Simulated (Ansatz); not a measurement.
# Li: stress in a strained cell

Li is deformed so: zz strain of -3 %. What stress and forces result, by LAPW, PAW and all-electron datasets made for the crystal?

This is Li in the hcp structure; at room conditions it is bcc.

Method: DFT PBEsol, scalar-relativistic, in Ansatz 0.2.0.

2 further runs of the same task are left out: 2 set aside as unsound or not needed.

### 1 The structure to begin with

The structure is hexagonal, space group P6_3/mmc (No. 194). The conventional cell has a = 3.111 Å, b = 3.111 Å, c = 5.093 Å, α = 90.00°, β = 90.00°, γ = 120.00°. Around Li (site symmetry -6m2) lie 12 Li at 3.11 to 3.12 Å.

As a file:

```
CELL_PARAMETERS angstrom
3.11100 0.00000 0.00000
-1.55550 2.69421 0.00000
0.00000 0.00000 5.09300
ATOMIC_POSITIONS crystal
Li 0.33333 0.66667 0.25000
Li 0.66667 0.33333 0.75000
```

Atoms are numbered in the order of the input: Li1, Li2.

### 2 The deformed structure

Space group P6_3/mmc before, P6_3/mmc after.

### 3 LAPW, all electrons

Contents of input.yaml:

```yaml
crystal:
  lattice:
    - [3.1110021516, 0.0, 0.0]
    - [-1.5555010758, 2.6942068945, 0.0]
    - [0.0, 0.0, 4.94021]
  atoms:
    - { symbol: Li, position: [0.3333333333, 0.6666666667, 0.25] }
    - { symbol: Li, position: [0.6666666667, 0.3333333333, 0.75] }
kpoints:
  mp_grid: { grid: [15, 15, 8] }
  band_path:
    path:
      - [0.0, 0.0, 0.0]
      - [0.5, 0.0, 0.0]
      - [0.3333333333, 0.3333333333, 0.0]
      - [0.0, 0.0, 0.0]
      - [0.0, 0.0, 0.5]
      - [0.5, 0.0, 0.5]
      - [0.3333333333, 0.3333333333, 0.5]
      - [0.0, 0.0, 0.5]
      - [0.5, 0.0, 0.5]
    npoints: 5
scf:
  occupations: { method: fermi_dirac, width: 0.08 }
hamiltonian:
  xc: pbesol
  pseudopotentials: { kind: all_electron, lapw: { basis_error: 0.0005 } }
output:
  forces: true
  stress: true
  eigenvalues: true
```

Launch:

```
$ ansatz run input.yaml --threads 1 --pin off --max-ram 3072MiB --backend cpu --events-out ev --progress --plain --runs-dir out
```

### 4 PAW with frozen cores

Contents of input.yaml:

```yaml
crystal:
  lattice:
    - [3.1110021516, 0.0, 0.0]
    - [-1.5555010758, 2.6942068945, 0.0]
    - [0.0, 0.0, 4.94021]
  atoms:
    - { symbol: Li, position: [0.3333333333, 0.6666666667, 0.25] }
    - { symbol: Li, position: [0.6666666667, 0.3333333333, 0.75] }
kpoints:
  mp_grid: { grid: [15, 15, 8] }
scf:
  occupations: { method: fermi_dirac, width: 0.08 }
hamiltonian:
  xc: pbesol
  pseudopotentials: { kind: paw }
output:
  forces: true
  stress: true
  eigenvalues: true
  efg: { contact_densities: true }
```

### 5 Datasets made for this crystal

Changes to input.yaml since step 4:

```diff
@@ -14,3 +14,3 @@
   xc: pbesol
-  pseudopotentials: { kind: paw }
+  pseudopotentials: { kind: all_electron, datasets: crystal }
 output:
```

(Steps that only read results are left out.)

**Question.** What will these runs give? Wanted: pressure; largest shear or deviatoric stress.

The runs gave:

| quantity | value |
| --- | --- |
| pressure | LAPW -0.31, PAW -0.31, crystal datasets -0.31 GPa |
| largest shear or deviatoric stress (LAPW) | 0.35 GPa |

In words: Against the undeformed cell the largest change of stress is +0.73 GPa, in the zz component, with the atoms carried along and not relaxed. PAW: stress within 0.01 GPa of LAPW. Crystal datasets: stress within 0.01 GPa of LAPW.
